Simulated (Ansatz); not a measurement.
# F3HSeSi: a ladder of functionals and wavefunction methods

One table from this session's results is given with a row withheld; the runs are named, their logs left out.

The runs use Ansatz 0.2.0, Gaussian basis; functionals in def2-TZVPP, the program's frozen cores in correlated methods.

Plan: LDA (SPW92), PBE-D4, revPBE-D4, BLYP-D4, r2SCAN-D4, B97M-V, PBE0-D4, B3LYP-D4, r2SCANh-D4, r2SCAN0-D4, HSE06-D4, BHLYP-D4, CAM-B3LYP-D4, LC-ωPBE, ωB97X-V, ωB97M-V, B2PLYP, PBE-QIDH; CCSD(T)/def2-SVP; CCSD(T)/def2-TZVPP; MP2/def2-QZVPP; extrapolation to the limit; RPA on PBE.

### The geometry

The geometry comes from an earlier relaxation with PBE0-D4 in a triple-zeta def2 set; it is a stationary point.

6 atoms, charge 0, spin multiplicity 1.

Atoms are counted from 1 here; the program's logs count them from 0.

Bond lengths: F1–Si2 1.574 Å, Si2–F3 1.573 Å, Si2–F4 1.574 Å, Si2–Se5 2.231 Å, Se5–H6 1.470 Å. Angles: F1–Si2–F3 108.4°, F1–Si2–F4 106.1°, F1–Si2–Se5 113.1°, F3–Si2–F4 108.4°, F3–Si2–Se5 107.6°, F4–Si2–Se5 113.1°, Si2–Se5–H6 90.7°.

Set-up of the first run:

The input, in.yaml:

```yaml
crystal:
  periodic: [false, false, false]
  atoms:
    - {symbol: F, position_ang: [0.169080, -0.364802, 1.679753]}
    - {symbol: Si, position_ang: [0.203634, -0.463143, 0.109086]}
    - {symbol: F, position_ang: [-0.136157, -1.942910, -0.302694]}
    - {symbol: F, position_ang: [1.688435, -0.157442, -0.314868]}
    - {symbol: Se, position_ang: [-1.281768, 0.873244, -0.884383]}
    - {symbol: H, position_ang: [-0.643224, 2.055043, -0.286883]}
basis:
  gaussian: {orbitals: def2-TZVPP}
hamiltonian: {xc: lda}
output: {orbitals: {seedname: orbitals}}
```

Run with:

```bash
ansatz run in.yaml --threads 4 --pin off --events-out ev --progress --plain --max-ram 10444MiB
```

Steps of the session up to this table: LDA; PBE-D4 (GGA); revPBE-D4 (GGA); BLYP-D4 (GGA); r2SCAN-D4 (meta-GGA); B97M-V (meta-GGA); B3LYP-D4 (hybrid); r2SCANh-D4 (hybrid); r2SCAN0-D4 (hybrid); HSE06-D4 (hybrid); BHLYP-D4 (hybrid); CAM-B3LYP-D4 (range-separated); LC-ωPBE (range-separated); ωB97X-V (range-separated); ωB97M-V (range-separated); B2PLYP (double hybrid); PBE-QIDH (double hybrid).

One of the session's tables, all rows but one given; the rest of the session is left out.

It belongs to the step «Orbital energies across the functionals». 

```
  functional  HOMO (eV)  gap (eV)
 LDA (SPW92)      -6.95      5.42
      PBE-D4      -6.77      5.41
   revPBE-D4      -6.71      5.43
     BLYP-D4      -6.60      5.30
   r2SCAN-D4      -7.08      6.00
      B97M-V      -7.13      5.98
     PBE0-D4      -8.01      7.54
    B3LYP-D4      -7.74      7.00
  r2SCANh-D4      -7.53      6.77
  r2SCAN0-D4          ?         ?
    HSE06-D4      -7.60      6.76
    BHLYP-D4      -9.05      9.47
CAM-B3LYP-D4      -9.31      9.88
     LC-ωPBE     -10.70     12.55
     ωB97X-V     -10.33     12.01
     ωB97M-V     -10.18     11.65
```

**Question.** Estimate the row for r2SCAN0-D4.

Worked estimate for «HOMO (eV)». Against the share of exact exchange, r2SCAN-D4 (0, -7.08), r2SCANh-D4 (0.1, -7.53) give a slope of -4.50 per unit share; at 0.25 the line stands at -8.20.

**Answer.** HOMO (eV): -8.20; gap (eV): 7.91. In «HOMO (eV)» the line misses by 0.00.
